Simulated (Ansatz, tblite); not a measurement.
**Ga10P11 wurtzite ring sphere (Ga₁₀P₁₁H₂₈+): one state, many levels**

Aim: run the singlet of Ga10P11 wurtzite ring sphere (Ga₁₀P₁₁H₂₈+) at one geometry on many levels, and compare frontier levels, spin and run time.

Method: as each input shows; program: Ansatz 0.2.0, Gaussian basis.

The runs, in order: GFN1-xTB, GFN2-xTB, PBE-D4/def2-SVP, r2SCAN-D4/def2-SVP, B3LYP-D4/def2-SVP, BHLYP-D4/def2-SVP, PBE0-D4/def2-TZVP, PBE-D4/def2-TZVP, HF/6-31G, B3LYP-D4/6-31G, MP2/def2-SVP, RPA/def2-SVP.

## Step 1: The geometry

The geometry is that of the singlet, from an earlier relaxation (PBE-D4/def2-SVP).

49 atoms, charge 1, spin multiplicity 1.

Bond lengths: P1–Ga2 2.493 Å, P1–Ga6 2.388 Å, P1–H22 1.430 Å, P1–H23 1.430 Å, Ga2–P8 2.401 Å, Ga2–H24 1.574 Å, Ga2–H25 1.574 Å, P3–Ga4 2.490 Å, P3–Ga7 2.368 Å, P3–H26 1.429 Å, P3–H27 1.429 Å, Ga4–P9 2.427 Å, Ga4–H28 1.570 Å, Ga4–H29 1.572 Å, P5–Ga6 2.405 Å, P5–Ga7 2.423 Å, P5–H30 1.430 Å, P5–H31 1.427 Å and more. Angles: Ga2–P1–Ga6 123.5°, Ga2–P1–H22 111.8°, Ga2–P1–H23 111.8°, Ga6–P1–H22 104.2°, Ga6–P1–H23 104.2°, H22–P1–H23 98.0°, P1–Ga2–P8 101.1°, P1–Ga2–H24 103.2°, P1–Ga2–H25 103.2°, P8–Ga2–H24 109.3°, P8–Ga2–H25 109.3°, H24–Ga2–H25 127.3°, Ga4–P3–Ga7 115.7°, Ga4–P3–H26 113.5°, Ga4–P3–H27 113.3°, Ga7–P3–H26 105.4°, Ga7–P3–H27 107.9°, H26–P3–H27 99.5° and more.

The ion is computed in the gas phase, without counter-ions or solvent.

PBE0-D4/def2-SVP was run before; its log isn't repeated, and its numbers join the tables.

## Step 2: GFN1-xTB

Tight binding, by tblite at 300 K electronic temperature and without a spin-polarisation term:

```python
tblite.interface.Calculator('GFN1-xTB', numbers, positions, charge=1, uhf=0).singlepoint()
```

Energy -1562.3633 eV, HOMO -12.91 eV, LUMO -9.11 eV; 0.39 s.

## Step 3: GFN2-xTB

Tight binding, by tblite at 300 K electronic temperature and without a spin-polarisation term:

```python
tblite.interface.Calculator('GFN2-xTB', numbers, positions, charge=1, uhf=0).singlepoint()
```

Energy -1463.4184 eV, HOMO -13.50 eV, LUMO -10.17 eV; 0.29 s.

## Step 4: PBE-D4/def2-SVP

start.molden holds the orbitals of an earlier run on this state, given as this run's starting guess.

Input file in.yaml:

```yaml
crystal:
  periodic: [false, false, false]
  atoms:
    - {symbol: P, position_ang: [-2.674267, -1.537955, -3.336953]}
    - {symbol: Ga, position_ang: [-2.938685, -1.694476, -0.862563]}
    - {symbol: P, position_ang: [0.880665, -3.829763, -0.006852]}
    - {symbol: Ga, position_ang: [1.003710, -4.058236, 2.469772]}
    - {symbol: P, position_ang: [0.986799, -1.577945, -3.264924]}
    - {symbol: Ga, position_ang: [-0.821542, -0.470293, -4.399293]}
    - {symbol: Ga, position_ang: [0.986561, -1.616018, -0.842150]}
    - {symbol: P, position_ang: [-0.962617, -0.555348, -0.112961]}
    - {symbol: P, position_ang: [1.015260, -1.676304, 2.935819]}
    - {symbol: Ga, position_ang: [-1.012071, -0.586255, 2.306332]}
    - {symbol: P, position_ang: [-0.872897, 1.648370, -3.262600]}
    - {symbol: Ga, position_ang: [-0.905280, 1.663802, -0.839787]}
    - {symbol: P, position_ang: [-2.874189, 2.679785, -0.002743]}
    - {symbol: P, position_ang: [-0.941858, 1.713723, 2.938324]}
    - {symbol: Ga, position_ang: [-3.012497, 2.892064, 2.474481]}
    - {symbol: P, position_ang: [2.880650, -0.452937, -0.103864]}
    - {symbol: Ga, position_ang: [3.055208, -0.661011, 2.287005]}
    - {symbol: Ga, position_ang: [2.900991, 1.674613, -1.268352]}
    - {symbol: P, position_ang: [1.049850, 2.720661, -0.101095]}
    - {symbol: P, position_ang: [2.840196, 1.636815, 2.981112]}
    - {symbol: Ga, position_ang: [0.957429, 2.973056, 2.290082]}
    - {symbol: H, position_ang: [-2.744543, -2.822753, -3.961399]}
    - {symbol: H, position_ang: [-3.820879, -0.950520, -3.958076]}
    - {symbol: H, position_ang: [-2.787636, -3.236445, -0.582892]}
    - {symbol: H, position_ang: [-4.197840, -0.793067, -0.578602]}
    - {symbol: H, position_ang: [-0.305305, -4.392470, -0.571715]}
    - {symbol: H, position_ang: [1.862832, -4.605821, -0.696576]}
    - {symbol: H, position_ang: [-0.388211, -4.662903, 2.873109]}
    - {symbol: H, position_ang: [2.443716, -4.645428, 2.699538]}
    - {symbol: H, position_ang: [1.017462, -2.914701, -3.771862]}
    - {symbol: H, position_ang: [2.236846, -1.102758, -3.763840]}
    - {symbol: H, position_ang: [-0.719577, -0.410618, -5.959259]}
    - {symbol: H, position_ang: [1.026376, -1.608108, 4.366996]}
    - {symbol: H, position_ang: [-2.303314, -1.332346, 2.813109]}
    - {symbol: H, position_ang: [-2.014332, 2.345691, -3.768276]}
    - {symbol: H, position_ang: [0.164843, 2.492411, -3.760610]}
    - {symbol: H, position_ang: [-3.955649, 1.938224, -0.570852]}
    - {symbol: H, position_ang: [-3.051922, 3.921062, -0.688546]}
    - {symbol: H, position_ang: [-0.876683, 1.687955, 4.369452]}
    - {symbol: H, position_ang: [-4.229889, 1.983987, 2.873522]}
    - {symbol: H, position_ang: [-2.805541, 4.432427, 2.710075]}
    - {symbol: H, position_ang: [3.982347, -1.204960, -0.624978]}
    - {symbol: H, position_ang: [4.393110, -1.332013, 2.756850]}
    - {symbol: H, position_ang: [2.332766, 1.348215, -2.722470]}
    - {symbol: H, position_ang: [4.238940, 2.446171, -0.984299]}
    - {symbol: H, position_ang: [0.949760, 4.051437, -0.620566]}
    - {symbol: H, position_ang: [2.915582, 1.678949, 4.407897]}
    - {symbol: H, position_ang: [4.049489, 2.335400, 2.673792]}
    - {symbol: H, position_ang: [1.045825, 4.466628, 2.761700]}
basis:
  gaussian: {orbitals: def2-SVP, fitting: {mean_field: def2-universal-jkfit}, initial_orbitals: start.molden}
total_charge: 1
hamiltonian: {xc: pbe, dispersion: d4}
scf: {omitted_lower_state_checks: [starts]}
output: {orbitals: {seedname: orbitals}}
```

On the command line:

```
ansatz run in.yaml --threads 4 --pin off --events-out ev --progress --plain --max-ram 46080MiB --backend cuda --devices 0, --max-vram 37GiB
```

Further steps of the session: r2SCAN-D4/def2-SVP; B3LYP-D4/def2-SVP; BHLYP-D4/def2-SVP; PBE0-D4/def2-TZVP; PBE-D4/def2-TZVP; HF/6-31G; B3LYP-D4/6-31G; MP2/def2-SVP; RPA/def2-SVP.

**Question.** What will the summary of the whole plan be? Wanted: gap in def2-SVP, named functionals, smallest and largest; correlation energy, MP2/def2-SVP; PBE0 total energy, smallest basis above largest.

**Answer**, as computed:

| quantity | value |
| --- | --- |
| gap in def2-SVP, named functionals, smallest and largest | 3.74 eV (PBE-D4), 7.25 eV (BHLYP-D4) |
| correlation energy, MP2/def2-SVP | -97.37 eV |
| PBE0 total energy, smallest basis above largest | 101.47 eV (def2-SVP, def2-TZVP) |

Over the named functionals in def2-SVP the gap runs from 3.74 eV (PBE-D4) to 7.25 eV (BHLYP-D4); exact exchange widens it.
